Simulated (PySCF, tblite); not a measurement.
# C₃H₁₁NOSi₄: geometry, infrared bands and NMR shifts

What infrared bands and NMR shifts should C₃H₁₁NOSi₄ (`CC[Si@@H]1[Si@H](C#N)[SiH2][Si@@H]1O`) show?

Programs: tblite 0.8.0 and PySCF 2.14.0, with density-fitted response routines of our own. Each step states its level of theory. These are calculated values for one molecule in the gas phase, unless marked as measured. Atoms are numbered from 0 throughout.

### 1 The molecule as given

20 atoms, charge 0, multiplicity 1; geometry from: force field or distance geometry start.

Bonds of the start (Å): C0–C1 1.49, C1–Si2 1.85, Si2–Si3 2.19, Si3–C4 1.79, C4–N5 1.15, Si3–Si6 2.23, Si6–Si7 2.22, Si7–O8 1.70, Si7–Si2 2.19, C0–H9 1.11, C0–H10 1.13, C0–H11 1.09, C1–H12 1.12, C1–H13 1.12, Si2–H14 1.49, Si3–H15 1.49, Si6–H16 1.47, Si6–H17 1.47, Si7–H18 1.47, O8–H19 0.98.

### 2 Optimising the geometry with GFN2-xTB

The job: settings as JSON, then the geometry in Å.

```
{"job": {"kind": "relax", "xc": "GFN2-xTB", "basis": "xTB"}, "charge": 0, "multiplicity": 1}
C     -2.171200     0.757700    -0.850800
C     -1.864400     0.760100     0.603600
Si    -0.383200    -0.225900     1.104100
Si     1.579400     0.748100     1.079800
C      1.708700     2.381700     0.356600
N      1.772200     3.415500    -0.132900
Si     2.418300    -0.843700    -0.240300
Si     0.389800    -1.745500    -0.272800
O     -0.207900    -1.790400    -1.862700
H     -1.880200     1.694700    -1.366900
H     -3.294100     0.697600    -0.969700
H     -1.775900    -0.124400    -1.354000
H     -1.776900     1.804400     1.007900
H     -2.755600     0.340100     1.130900
H     -0.639300    -0.827800     2.437300
H      2.213300     0.704400     2.425700
H      2.869100    -0.290700    -1.520500
H      3.466800    -1.675400     0.370600
H      0.398200    -3.095100     0.320200
H     -0.072400    -2.674600    -2.269300
```

On the command line:

```
$ OMP_NUM_THREADS=1 python probes_run.py task.json out
```

This one command runs all jobs of the session in turn.

Log:

```text
step      E/eV     max force
  0    -702.45985    4.008
  1    -703.00330    2.133
  2    -703.02809    5.117
  3    -703.19192    1.016
  4    -703.28376    1.312
  5    -703.40881    1.564
  6    -703.46264    0.688
  7    -703.49818    0.519
  8    -703.54356    0.841
  9    -703.57551    0.585
 10    -703.59582    0.415
 11    -703.60834    0.303
 12    -703.61849    0.336
 13    -703.62714    0.333
 14    -703.63523    0.266
 15    -703.64206    0.224
 16    -703.64721    0.195
 17    -703.65139    0.177
 18    -703.65565    0.211
 19    -703.65986    0.196
 20    -703.66368    0.161
 21    -703.66752    0.190
 22    -703.67178    0.238
 23    -703.67616    0.227
 24    -703.68004    0.151
 25    -703.68326    0.142
 26    -703.68654    0.169
 27    -703.69086    0.202
 28    -703.69632    0.181
 29    -703.70238    0.182
 30    -703.70857    0.176
 31    -703.71420    0.248
 32    -703.71957    0.228
 33    -703.72421    0.179
 34    -703.72903    0.163
 35    -703.73241    0.209
 36    -703.73579    0.189
 37    -703.73892    0.142
 38    -703.74212    0.163
 39    -703.74565    0.170
 40    -703.74969    0.188
 41    -703.75334    0.183
 42    -703.75564    0.119
 43    -703.75719    0.113
 44    -703.75845    0.098
 45    -703.76055    0.099
 46    -703.76220    0.107
 47    -703.76436    0.098
 48    -703.76562    0.083
 49    -703.76661    0.069
 50    -703.76753    0.084
 51    -703.76850    0.076
 52    -703.76931    0.081
 53    -703.76997    0.078
 54    -703.77066    0.071
 55    -703.77164    0.086
 56    -703.77289    0.100
 57    -703.77405    0.080
 58    -703.77488    0.059
 59    -703.77555    0.056
 60    -703.77635    0.083
 61    -703.77730    0.084
 62    -703.77817    0.063
 63    -703.77887    0.079
 64    -703.77955    0.072
 65    -703.78052    0.086
 66    -703.78170    0.084
 67    -703.78273    0.062
 68    -703.78338    0.054
 69    -703.78398    0.059
 70    -703.78493    0.089
 71    -703.78639    0.113
 72    -703.78799    0.102
 73    -703.78920    0.074
 74    -703.79008    0.081
 75    -703.79102    0.102
 76    -703.79241    0.110
 77    -703.79430    0.096
 78    -703.79643    0.103
 79    -703.79850    0.123
 80    -703.80045    0.127
 81    -703.80226    0.092
 82    -703.80345    0.103
 83    -703.80395    0.139
 84    -703.80462    0.052
 85    -703.80495    0.042
 86    -703.80533    0.072
 87    -703.80570    0.048
 88    -703.80608    0.038
 89    -703.80632    0.037
 90    -703.80653    0.030
 91    -703.80672    0.028
 92    -703.80687    0.025
 93    -703.80698    0.022
 94    -703.80707    0.029
 95    -703.80719    0.034
 96    -703.80736    0.037
 97    -703.80760    0.040
 98    -703.80784    0.033
 99    -703.80802    0.056
100    -703.80816    0.065
101    -703.80834    0.059
102    -703.80858    0.036
103    -703.80880    0.029
104    -703.80895    0.046
105    -703.80907    0.043
106    -703.80920    0.033
107    -703.80938    0.031
108    -703.80958    0.030
109    -703.80977    0.050
110    -703.80993    0.031
111    -703.81011    0.033
112    -703.81035    0.040
113    -703.81063    0.048
114    -703.81090    0.051
115    -703.81111    0.037
116    -703.81124    0.024
117    -703.81132    0.025
118    -703.81138    0.036
119    -703.81146    0.031
120    -703.81156    0.022
121    -703.81164    0.024
122    -703.81171    0.020
123    -703.81177    0.018
124    -703.81184    0.020
125    -703.81193    0.022
126    -703.81201    0.018
127    -703.81206    0.014
128    -703.81212    0.020
129    -703.81218    0.022
130    -703.81226    0.022
131    -703.81232    0.013
132    -703.81235    0.013
133    -703.81237    0.014
134    -703.81240    0.013
135    -703.81243    0.011
136    -703.81246    0.009
```

Wall time 1.5 s (1 thread of Arm Neoverse V2, shared host).

Relaxation path: (not every step is listed)

```tsv
step	energy from step 0 (eV)	largest force (eV/Å)
0	0.0000	4.0076
1	-0.5435	2.1325
2	-0.5682	5.1168
3	-0.7321	1.0156
4	-0.8239	1.3121
5	-0.9490	1.5638
6	-1.0028	0.6876
7	-1.0383	0.5194
8	-1.0837	0.8408
20	-1.2038	0.1615
32	-1.2597	0.2277
44	-1.2986	0.0984
56	-1.3130	0.0997
68	-1.3235	0.0540
80	-1.3406	0.1274
92	-1.3470	0.0247
104	-1.3491	0.0462
116	-1.3514	0.0235
128	-1.3523	0.0199
131	-1.3525	0.0126
132	-1.3525	0.0127
133	-1.3525	0.0138
134	-1.3526	0.0132
135	-1.3526	0.0107
136	-1.3526	0.0085
```

Close pairs (by a distance rule), those that changed most:

```tsv
bond	before (Å)	after (Å)	change (Å)
Si2–Si3	2.191	2.384	+0.193
Si2–Si7	2.191	2.364	+0.172
Si6–Si7	2.220	2.360	+0.140
Si3–Si6	2.232	2.369	+0.137
Si3–C4	1.791	1.865	+0.074
C1–Si2	1.848	1.911	+0.062
Si7–O8	1.699	1.640	-0.060
C0–H10	1.131	1.089	-0.042
```

The next job starts from the end point, and lists it.

### 3 Vibrational analysis with GFN2-xTB

The job: settings as JSON, then the geometry in Å.

```
{"job": {"kind": "ir", "xc": "GFN2-xTB", "basis": "xTB"}, "charge": 0, "multiplicity": 1}
C     -1.907963     1.051375    -0.762919
C     -2.032045     0.549557     0.670233
Si    -0.472446    -0.390516     1.248557
Si     1.587166     0.795683     1.062766
C      1.414866     2.397903     0.124332
N      1.274204     3.357471    -0.491097
Si     2.487602    -0.922755    -0.296243
Si     0.423403    -2.059066    -0.166281
O     -0.437800    -1.974642    -1.558939
H     -1.085133     1.757601    -0.858340
H     -2.820887     1.555708    -1.076465
H     -1.727863     0.222637    -1.443854
H     -2.226442     1.397119     1.331770
H     -2.902918    -0.106515     0.744085
H     -0.772025    -0.816339     2.634660
H      2.310142     1.294595     2.246285
H      3.013015    -0.531708    -1.612855
H      3.628613    -1.612549     0.324754
H      0.457549    -3.482366     0.216847
H     -0.216185    -2.472514    -2.340331
```

Log:

```text
mode    cm-1     km/mol
  1      25.9      1.69
  2      67.2      5.09
  3      79.2      2.92
  4      81.5      1.88
  5      96.7      0.23
  6     123.9      2.46
  7     150.3      2.73
  8     154.5      3.24
  9     228.7      7.34
 10     252.2     19.78
 11     264.6     73.61
 12     280.2      7.64
 13     291.1      3.72
 14     305.6      7.31
 15     337.7     16.06
 16     346.7      1.76
 17     356.4     12.63
 18     367.6      0.82
 19     394.2      8.56
 20     403.8      1.98
 21     453.8      7.78
 22     517.8     78.70
 23     549.0    312.48
 24     582.6    401.84
 25     607.3     40.18
 26     628.6      6.65
 27     657.4     67.18
 28     682.4    121.42
 29     711.5    147.15
 30     726.0     85.48
 31     772.3    155.84
 32     828.1    208.52
 33     852.7    113.26
 34     973.2     10.80
 35    1021.4      4.28
 36    1079.8      7.07
 37    1239.0      3.01
 38    1277.9      5.40
 39    1427.0      2.59
 40    1478.8      0.39
 41    1510.9      3.36
 42    1517.5      3.93
 43    2076.1    340.76
 44    2113.0    407.54
 45    2138.5    200.96
 46    2164.8    617.26
 47    2175.1    203.62
 48    2309.6    164.06
 49    2946.8     30.56
 50    2962.5     15.55
 51    3014.0     56.04
 52    3031.2     21.51
 53    3041.6     17.83
 54    3661.7      7.39
```

Wall time 1.2 s (1 thread of Arm Neoverse V2, shared host).

Which atoms move in the most intense modes:

```tsv
cm⁻¹	km/mol	atoms
549	312.5	H18 49 %, H14 20 %, H15 13 %
583	401.8	H17 37 %, H16 28 %
828	208.5	H16 46 %, H17 45 %
2076	340.8	H14 96 %
2113	407.5	H18 94 %
2138	201.0	H15 91 %
2165	617.3	H17 69 %, H16 21 %
2175	203.6	H16 72 %, H17 25 %
```

### 4 Nuclear shieldings: PBE0/pcSseg-1

The job, as its differences from that of step 3:

```diff
@@ -1,2 +1,2 @@
-{"job": {"kind": "ir", "xc": "GFN2-xTB", "basis": "xTB"}, "charge": 0, "multiplicity": 1}
+{"job": {"kind": "nmr", "xc": "PBE0", "basis": "pcSseg-1"}, "charge": 0, "multiplicity": 1}
 C     -1.907963     1.051375    -0.762919
```

With the program's defaults for keys left out, this is: GIAO PBE0/pcSseg-1 NMR shielding, non-relativistic, gas phase.

Log:

```text
coarse grid: 18728 points
cycle   1  E = -1407.8688370409  dE =  7.444e-01  |g| = 8.412e-01  |ddm| = 4.222e+00
cycle   2  E = -1407.5448398593  dE =  3.240e-01  |g| = 1.486e+00  |ddm| = 2.316e+00
cycle   3  E = -1408.0052685282  dE = -4.604e-01  |g| = 2.097e-01  |ddm| = 1.772e+00
cycle   4  E = -1408.0121512150  dE = -6.883e-03  |g| = 1.191e-01  |ddm| = 1.892e-01
cycle   5  E = -1408.0150545558  dE = -2.903e-03  |g| = 2.863e-02  |ddm| = 1.027e-01
cycle   6  E = -1408.0152278209  dE = -1.733e-04  |g| = 6.098e-03  |ddm| = 2.851e-02
cycle   7  E = -1408.0152374362  dE = -9.615e-06  |g| = 1.539e-03  |ddm| = 9.124e-03
final grid: 162624 points
cycle   8  E = -1408.0744202571  dE = -2.632e-05  |g| = 9.482e-03  |ddm| = 2.877e-02
cycle   9  E = -1408.0744023219  dE =  1.794e-05  |g| = 1.303e-02  |ddm| = 2.025e-02
cycle  10  E = -1408.0744399892  dE = -3.767e-05  |g| = 1.663e-03  |ddm| = 1.208e-02
cycle  11  E = -1408.0744404820  dE = -4.928e-07  |g| = 6.769e-04  |ddm| = 1.413e-03
cycle  12  E = -1408.0744405754  dE = -9.340e-08  |g| = 1.684e-04  |ddm| = 5.052e-04
cycle  13  E = -1408.0744405810  dE = -5.537e-09  |g| = 4.139e-05  |ddm| = 1.809e-04
cycle  14  E = -1408.0744405813  dE = -3.515e-10  |g| = 1.341e-05  |ddm| = 6.005e-05
converged SCF energy = -1408.0744405813

GIAO shielding tensors (ppm)
atom      isotropic    diamagn.    paramagn.     s11        s22        s33       span
  0 C      174.394     250.842     -76.448    166.391    170.767    186.024     19.633
  1 C      174.683     252.265     -77.582    172.421    174.105    177.523      5.102
  2 Si     385.356     881.466    -496.110    303.797    410.744    441.529    137.732
  3 Si     439.789     881.142    -441.354    396.579    433.342    489.445     92.866
  4 C       62.374     264.906    -202.532    -53.210    -49.266    289.598    342.808
  5 N     -107.896     337.846    -445.742   -302.892   -297.239    276.443    579.335
  6 Si     438.441     881.205    -442.764    382.822    432.015    500.487    117.665
  7 Si     328.339     878.675    -550.336    245.515    340.322    399.179    153.664
  8 O      331.979     388.991     -57.012    265.218    342.478    388.243    123.026
  9 H       29.608      34.398      -4.790     24.232     29.151     35.440     11.209
 10 H       30.283      29.666       0.617     25.056     27.395     38.398     13.342
 11 H       29.751      32.561      -2.810     24.074     29.661     35.518     11.444
 12 H       30.227      31.128      -0.902     26.009     27.839     36.833     10.824
 13 H       30.169      30.657      -0.488     25.664     27.884     36.959     11.294
 14 H       26.828      30.170      -3.342     24.032     24.782     31.670      7.639
 15 H       26.992      28.356      -1.364     23.401     25.181     32.395      8.994
 16 H       27.290      29.109      -1.819     23.989     25.106     32.776      8.787
 17 H       27.716      29.017      -1.301     24.149     25.551     33.447      9.298
 18 H       24.952      28.081      -3.129     21.874     23.725     29.256      7.382
 19 H       31.130      30.558       0.571     22.656     25.306     45.428     22.772
```

Run time: 66 s. Hardware: 1 thread of Arm Neoverse V2, shared host; peak memory 1.1 GiB.

The references, computed at this level on geometries of the same kind, shield at (ppm): ¹H TMS 31.72, ¹³C TMS 186.9, ²⁹Si TMS 349.2, ¹⁵N NH3 267.7, ¹⁷O H2O 336.1. Their shielding less the atom's gives the shift. The references are single molecules in the gas phase, so shifts against H2O, NH3, PH3, H3PO4 or CFCl3 are not on the usual liquid scales and can be off by tens of ppm. Atoms listed in one row are averaged.

```tsv
atoms	environment	σ (ppm)	δ (ppm)	δ scaled to CDCl3
C4	nitrile carbon	62.4	124.6	119.6
C0	methyl carbon	174.4	12.5	10.3
C1	sp3 CH2 bonded to Si	174.7	12.2	10.0
H18	hydrogen on a silicon bonded to O, 2 Si, in a 4-membered ring	24.95	6.76	–
H14	hydrogen on a silicon bonded to C, 2 Si, in a 4-membered ring	26.83	4.89	–
H15	hydrogen on a silicon bonded to C, 2 Si, in a 4-membered ring	26.99	4.72	–
H16	hydrogen on a silicon bonded to 2 Si, in a 4-membered ring	27.29	4.43	–
H17	hydrogen on a silicon bonded to 2 Si, in a 4-membered ring	27.72	4.00	–
H9, H10, H11	hydrogen on a methyl carbon	29.88	1.84	1.84
H13	hydrogen on an sp3 CH2 bonded to Si	30.17	1.55	1.56
H12	hydrogen on an sp3 CH2 bonded to Si	30.23	1.49	1.51
H19	hydrogen on an oxygen bonded to Si	31.13	0.59	–
Si7	silicon bonded to O, 2 Si, H, in a 4-membered ring	328.3	20.8	–
Si2	silicon bonded to C, 2 Si, H, in a 4-membered ring	385.4	-36.2	–
Si6	silicon bonded to 2 Si, 2 H, in a 4-membered ring	438.4	-89.3	–
Si3	silicon bonded to C, 2 Si, H, in a 4-membered ring	439.8	-90.6	–
N5	nitrile nitrogen	-107.9	375.6	–
O8	oxygen bonded to Si, H	332.0	4.1	–
```

The scaled column applies a straight-line fit of computed shieldings to shifts measured in CDCl3 (root-mean-square error 0.16 ppm for H, 1.9 ppm for C).

The run also stored atomic charges by several schemes (e):

```tsv
atoms	Mulliken	IAO	Hirshfeld	ESP fit
C0	-0.31	-0.42	-0.12	-0.03
C1	-0.54	-0.49	-0.14	-0.10
Si2	0.18	0.32	0.20	0.17
Si3	0.16	0.29	0.20	0.09
C4	-0.17	-0.14	-0.04	0.24
N5	-0.22	-0.21	-0.20	-0.42
Si6	0.06	0.11	0.14	0.01
Si7	0.50	0.62	0.26	0.40
O8	-0.56	-0.79	-0.30	-0.62
```

Mayer bond orders: C0–C1 1.05, C1–Si2 0.93, Si2–Si3 0.83, Si3–C4 0.80, C4–N5 2.90, Si3–Si6 0.86, Si6–Si7 0.85, Si7–O8 0.95, Si7–Si2 0.85.

Ring of atoms Si2, Si3, Si6, Si7: NICS(0) 3.7, NICS(1) -0.1, NICS(1)zz 5.4 ppm (means of both faces; NICS(1) differs between them: -1.5 and 1.3).

The fields below are evaluated on a grid from the run's orbitals.

Frontier orbitals at PBE0/pcSseg-1, with the share of their density that lies nearest to each atom:

```tsv
orbital	energy (eV)	lies on
HOMO	-7.51	Si6, Si7 about 21 % each; Si2, Si3 about 14 % each; O8 8 %
LUMO	-2.10	Si3, Si7 about 14 % each; Si2, Si6 about 11 % each; 4 H atoms about 6 % each
```

ELF in a plane through or near 5 of the atoms.

Values, 10 rows by 14 columns:
```
0.00 0.00 0.00 0.00 0.00 0.00 0.00 0.00 0.00 0.00 0.00 0.00 0.00 0.00
0.00 0.00 0.00 0.00 0.00 0.02 0.01 0.00 0.00 0.00 0.00 0.00 0.00 0.00
0.00 0.00 0.00 0.00 0.40 1.00 0.82 0.01 0.00 0.00 0.00 0.00 0.00 0.00
0.00 0.00 0.00 0.01 0.21 0.92 0.51 0.34 0.02 0.01 0.02 0.00 0.00 0.00
0.00 0.01 0.66 0.52 0.16 0.37 0.91 0.82 0.27 0.93 0.99 0.08 0.00 0.00
0.00 0.01 0.49 0.39 0.14 0.08 0.58 0.62 0.75 0.56 0.30 0.02 0.00 0.00
0.00 0.00 0.00 0.01 0.23 0.39 0.86 0.64 0.14 0.97 0.98 0.04 0.00 0.00
0.00 0.00 0.00 0.11 1.00 1.00 0.33 0.03 0.00 0.01 0.00 0.00 0.00 0.00
0.00 0.00 0.00 0.00 0.53 0.71 0.03 0.00 0.00 0.00 0.00 0.00 0.00 0.00
0.00 0.00 0.00 0.00 0.00 0.00 0.00 0.00 0.00 0.00 0.00 0.00 0.00 0.00
```
The map spans 13.1 Å across and 11.7 Å up, centred on the molecule. Atoms in the plane (x, y in Å): Si2 (0.3, -0.2), H12 (2.7, 0.6), H13 (2.5, -1.2), H15 (-1.4, 2.8), H18 (-2.0, -2.7).

On the surface of density 0.002 e/bohr³ the electrostatic potential runs, from the 1st to the 99th percentile, from -1.75 V near N5 to 2.32 V near H19.

### 5 What came out

```
                                                              quantity                                                     value
                             strongest single infrared mode (GFN2-xTB)                                     2165 cm⁻¹, 617 km/mol
                                          zero-point energy (GFN2-xTB)                                             80.5 kcal/mol
                                ¹³C shifts against TMS (PBE0/pcSseg-1)                                     124.6, 12.5, 12.2 ppm
¹H shifts against TMS (PBE0/pcSseg-1, means over atoms taken as alike)  6.76, 4.89, 4.72, 4.43, 4.00, 1.84, 1.55, 1.49, 0.59 ppm
                               ²⁹Si shifts against TMS (PBE0/pcSseg-1)                             20.8, -36.2, -89.3, -90.6 ppm
                                ¹⁵N shifts against NH3 (PBE0/pcSseg-1)                                                 375.6 ppm
                                ¹⁷O shifts against H2O (PBE0/pcSseg-1)                                                   4.1 ppm
                                 surface potential, 1st and 99th percentile                                        -1.75 V and 2.32 V
```

What this shows: Relaxing lowered the energy by 1.353 eV in 136 steps; the close pair that moved most is Si2–Si3, from 2.191 to 2.384 Å. All 54 modes are real, so the xTB geometry is a minimum. The strongest single mode, at 2165 cm⁻¹, moves mainly H17. Unscaled tight-binding wavenumbers are off by several per cent, some by more. Its intensities can rank the bands wrongly. C4 (nitrile carbon) lies farthest downfield among carbon, at 124.6 ppm; typical of a nitrile. At PBE0/pcSseg-1: The widest tensor belongs to N5: span 579 ppm, with a paramagnetic part of -446 ppm. By nearest atom (PBE0/pcSseg-1), the HOMO sits on Si6, Si7 about 21 % each; Si2, Si3 about 14 % each and the LUMO on Si3, Si7 about 14 % each; Si2, Si6 about 11 % each.
